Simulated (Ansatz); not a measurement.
**InH2(CCH) (C₂H₃In): single points with varied inputs**

How do the results and run time of InH2(CCH) (C₂H₃In) respond when the settings are drawn wide?

Program: Ansatz 0.2.0, Gaussian basis. Level of theory: the settings change from run to run. These are calculated values, not measurements.

1 further run of the same task is left out (it didn't finish). Runs told in other sessions of the task aren't counted.

## 1. The geometry

The geometry comes from an earlier relaxation with PBE-D4 in a triple-zeta def2 set; it is a stationary point. In takes a core potential in def2 sets; no spin-orbit term is included.

6 atoms, charge 0, spin multiplicity 1.

Atoms are counted from 1 here; the program's logs count them from 0.

Bond lengths: In1–H2 1.724 Å, In1–H3 1.724 Å, In1–C4 2.108 Å, C4–C5 1.222 Å, C5–H6 1.073 Å. Angles: H2–In1–H3 126.5°, H2–In1–C4 116.7°, H3–In1–C4 116.8°, In1–C4–C5 179.6°, C4–C5–H6 179.7°.

## 2. B3LYP5/def2-SVP

This run has atoms shaken by 0.08 Å, the search for lower states set to light.

in.yaml

```yaml
crystal:
  periodic: [false, false, false]
  atoms:
    - {symbol: In, position_ang: [0.813712, 1.203976, 0.004721]}
    - {symbol: H, position_ang: [2.344697, 1.054099, 0.022790]}
    - {symbol: H, position_ang: [-0.262906, 2.788103, -0.029018]}
    - {symbol: C, position_ang: [-0.509427, -0.627979, 0.079797]}
    - {symbol: C, position_ang: [-0.879319, -1.728320, 0.120806]}
    - {symbol: H, position_ang: [-1.530605, -2.660744, -0.092210]}
basis:
  gaussian: {orbitals: def2-SVP}
hamiltonian: {xc: {name: B3LYP5}}
scf: {lower_state_search: light}
```

The run is started by

```sh
$ ansatz run in.yaml --threads 4 --pin off --events-out ev --progress --plain --max-ram 3916MiB
```

Log:

```text
Functional definition: B3LYP5
  name "B3LYP5"
  cite "Stephens, Devlin, Chabalowski & Frisch, J. Phys. Chem. 98, 11623 (1994) doi:10.1021/j100096a001"
  cite "Becke, Phys. Rev. A 38, 3098 (1988) doi:10.1103/PhysRevA.38.3098"
  cite "Lee, Yang & Parr, Phys. Rev. B 37, 785 (1988) doi:10.1103/PhysRevB.37.785"
  cite "Vosko, Wilk & Nusair, Can. J. Phys. 58, 1200 (1980) doi:10.1139/p80-159"
  parameter a0 = 0.2
  parameter ax = 0.72
  parameter ac = 0.81
  exchange = (1 - a0 - ax)*slater_x + ax*b88_x + a0*exact_x
  correlation = (1 - ac)*vwn5_c + ac*lyp_c
786 factors; integrals over basis functions are off by at most 9.3e-4 eV
mean field evaluation 1: about -7282.9375 eV, gradient 4.6e1 eV
mean field evaluation 2: about -7250.8415 eV, gradient 9.8e1 eV
mean field evaluation 4: about -7288.8544 eV, gradient 1.4e1 eV
mean field evaluation 8: about -7289.4393 eV, gradient 5.1e-1 eV
mean field evaluation 16: about -7289.4401 eV, gradient 3.3e-5 eV
mean field -7289.44011275 eV, -267.8819831837 hartree, gradient 3.3e-5 eV, S^2 0.000000; 0 other end points of the search recorded, 0 dependent functions left out
reference -7289.44036634 eV, -267.8819925028 hartree; 18, 18 occupied and 51, 51 virtual orbitals, 786 factors
Total energy: -7289.44036634 eV, -267.8819925028 hartree
```

It took 0.65 s on 4 threads of Arm Neoverse V1, shared host.

## 3. r2SCAN50/def2-mTZVPP

This run has charge -1, multiplicity 2, a point charge of 0.50 e beside it, D4 dispersion.

in.yaml

```yaml
crystal:
  periodic: [false, false, false]
  atoms:
    - {symbol: In, position_ang: [0.691044, 1.196121, -0.001318]}
    - {symbol: H, position_ang: [2.411567, 1.092347, 0.033867]}
    - {symbol: H, position_ang: [-0.248819, 2.640820, -0.041356]}
    - {symbol: C, position_ang: [-0.367693, -0.626533, 0.004119]}
    - {symbol: C, position_ang: [-0.974464, -1.686915, 0.003369]}
    - {symbol: H, position_ang: [-1.511645, -2.615840, 0.001329]}
basis:
  gaussian: {orbitals: def2-mTZVPP, point_charges: [{charge: 0.50, position_ang: [6.717, -0.995, -0.196]}]}
total_charge: -1
magnetization: {spin_polarized: true, initial_magnetization: 1}
hamiltonian: {xc: {name: r2SCAN50}, dispersion: d4}
```

The command is unchanged.

Log (excerpt; [...] marks lines left out):

```text
Functional definition: r2SCAN50
  name "r2SCAN50"
  cite "Bursch, Neugebauer, Ehlert & Grimme, J. Chem. Phys. 156, 134105 (2022) doi:10.1063/5.0086040"
  cite "Furness, Kaplan, Ning, Perdew & Sun, J. Phys. Chem. Lett. 11, 8208 (2020) doi:10.1021/acs.jpclett.0c02405"
  cite "Furness, Kaplan, Ning, Perdew & Sun, J. Phys. Chem. Lett. 11, 9248 (2020) doi:10.1021/acs.jpclett.0c03077"
  parent r2scan
[...]
930 factors; integrals over basis functions are off by at most 7.9e-4 eV
[...]
mean field -7294.41410872 eV, -268.0647741640 hartree, gradient 5.8e-5 eV, S^2 0.765752; 0 other end points of the search recorded, 0 dependent functions left out
reference -7294.41412549 eV, -268.0647747801 hartree; 19, 18 occupied and 70, 71 virtual orbitals, 930 factors
Total energy: -7294.45321973 eV, -268.0662114672 hartree
```

It took 3.5 s on 4 threads of Arm Neoverse V1, shared host.

⟨S²⟩ 0.766.

## 4. r2SCANh/def2-SVPD

This run has D3(BJ) with three-body dispersion.

Edit in.yaml of step 3 so:

```diff
@@ -10,5 +10,4 @@
 basis:
-  gaussian: {orbitals: def2-mTZVPP, point_charges: [{charge: 0.50, position_ang: [6.717, -0.995, -0.196]}]}
-total_charge: -1
-magnetization: {spin_polarized: true, initial_magnetization: 1}
-hamiltonian: {xc: {name: r2SCAN50}, dispersion: d4}
+  gaussian: {orbitals: def2-SVPD}
+hamiltonian: {xc: {name: r2SCANh}, dispersion: d3bjatm}
+output: {forces: true}
```

The command is unchanged.

Log (excerpt; [...] marks lines left out):

```text
Functional definition: r2SCANh
  name "r2SCANh"
  cite "Bursch, Neugebauer, Ehlert & Grimme, J. Chem. Phys. 156, 134105 (2022) doi:10.1063/5.0086040"
  cite "Furness, Kaplan, Ning, Perdew & Sun, J. Phys. Chem. Lett. 11, 8208 (2020) doi:10.1021/acs.jpclett.0c02405"
  cite "Furness, Kaplan, Ning, Perdew & Sun, J. Phys. Chem. Lett. 11, 9248 (2020) doi:10.1021/acs.jpclett.0c03077"
  parent r2scan
[...]
1071 factors; integrals over basis functions are off by at most 8.4e-4 eV
[...]
mean field -7292.23421036 eV, -267.9846643768 hartree, gradient 2.3e-5 eV, S^2 0.000000; 0 other end points of the search recorded, 0 dependent functions left out
[...]
reference -7292.23422784 eV, -267.9846650191 hartree; 18, 18 occupied and 78, 78 virtual orbitals, 1071 factors
Total energy: -7292.26150858 eV, -267.9856675680 hartree
Atom 0 at     0.691044     1.196121    -0.001318 Å, force     0.060593     0.106269     0.000326 eV/Å
Atom 1 at     2.411567     1.092347     0.033867 Å, force    -0.132234     0.012914    -0.002579 eV/Å
Atom 2 at    -0.248819     2.640820    -0.041356 Å, force     0.075892    -0.109360     0.003319 eV/Å
Atom 3 at    -0.367693    -0.626533     0.004119 Å, force    -0.001576    -0.020659    -0.000574 eV/Å
Atom 4 at    -0.974464    -1.686915     0.003369 Å, force     0.004410     0.032627    -0.003407 eV/Å
Atom 5 at    -1.511645    -2.615840     0.001329 Å, force    -0.007086    -0.021790     0.002916 eV/Å
Dipole moment:     0.030224     0.051570    -0.001032 e Å
```

It took 1.9 s on 4 threads of Arm Neoverse V1, shared host.

Largest force 0.133 eV/Å, dipole 0.29 D.

## 5. MP2/def2-SVP

Edit in.yaml of step 4 so:

```diff
@@ -10,4 +10,6 @@
 basis:
-  gaussian: {orbitals: def2-SVPD}
-hamiltonian: {xc: {name: r2SCANh}, dispersion: d3bjatm}
+  gaussian: {orbitals: def2-SVP}
+hamiltonian: {xc: {name: HF}}
+correlation: {method: mp2}
+scf: {omitted_lower_state_checks: [starts]}
 output: {forces: true}
```

The command is unchanged.

Log (excerpt; [...] marks lines left out):

```text
Functional definition: HF
  name "HF"
  cite "Fock, Z. Phys. 61, 126 (1930) doi:10.1007/BF01340294"
  parent pbe
[...]
784 factors; integrals over basis functions are off by at most 1.3e-3 eV
[...]
mean field -7252.78703777 eV, -266.5350075225 hartree, gradient 3.4e-6 eV, S^2 0.000000; 0 other end points of the search recorded, 0 dependent functions left out
6 core orbitals not correlated: weight in the atoms' cores, before any rotation towards them, 1.000 or more for the frozen orbitals, at most 0.000 for the correlated occupied ones
reference -7252.78703777 eV, -266.5350075225 hartree; 12, 12 occupied and 51, 51 virtual orbitals, 784 factors
second order -9.26259669 eV of doubles, -0.00000000 eV of singles
[...]
Total energy: -7262.04963446 eV, -266.8754016725 hartree
Atom 0 at     0.691044     1.196121    -0.001318 Å, force     0.122187     0.211254     0.000225 eV/Å
Atom 1 at     2.411567     1.092347     0.033867 Å, force    -0.059222     0.051943    -0.001743 eV/Å
Atom 2 at    -0.248819     2.640820    -0.041356 Å, force     0.073525    -0.026739     0.002031 eV/Å
Atom 3 at    -0.367693    -0.626533     0.004119 Å, force     0.614083     1.060310     0.000726 eV/Å
Atom 4 at    -0.974464    -1.686915     0.003369 Å, force    -0.706031    -1.209779    -0.004040 eV/Å
Atom 5 at    -1.511645    -2.615840     0.001329 Å, force    -0.044543    -0.086989     0.002801 eV/Å
Dipole moment:     0.022740     0.038469    -0.001012 e Å
Checks for a lower state left out: starts
```

Wall time 0.65 s (4 threads of Arm Neoverse V1, shared host).

Largest force 1.401 eV/Å, dipole 0.21 D.

## 6. All runs side by side

| level | charge | multiplicity | geometry | functions | energy (eV) | time |
| --- | --- | --- | --- | --- | --- | --- |
| B3LYP5/def2-SVP | 0 | 1 | shaken | 69 | -7289.440 | 0.65 s |
| r2SCAN50/def2-mTZVPP | -1 | 2 | relaxed, point charge | 89 | -7294.453 | 3.5 s |
| r2SCANh/def2-SVPD | 0 | 1 | relaxed | 96 | -7292.262 | 1.9 s |
| MP2/def2-SVP | 0 | 1 | relaxed | 69 | -7262.050 | 0.65 s |

## 7. Outcome

| quantity | value |
| --- | --- |
| runs | 4 |
| quickest | B3LYP5/def2-SVP, 0.65 s |
| slowest | r2SCAN50/def2-mTZVPP, 3.5 s |
| spread of total energies, same state and geometry | 30.2 eV |
| dipole, same state and geometry | 0.21 to 0.29 D |

What this shows: Run time spans a factor of 5, from B3LYP5/def2-SVP to r2SCAN50/def2-mTZVPP. The jobs differ in tasks and options as well as level. The totals spread over 30 eV; they can't be compared across methods or bases. At the PBE-D4/def2-TZVP geometry and in the same state, the sound runs without point charges leave forces up to 1.40 eV/Å (MP2/def2-SVP).
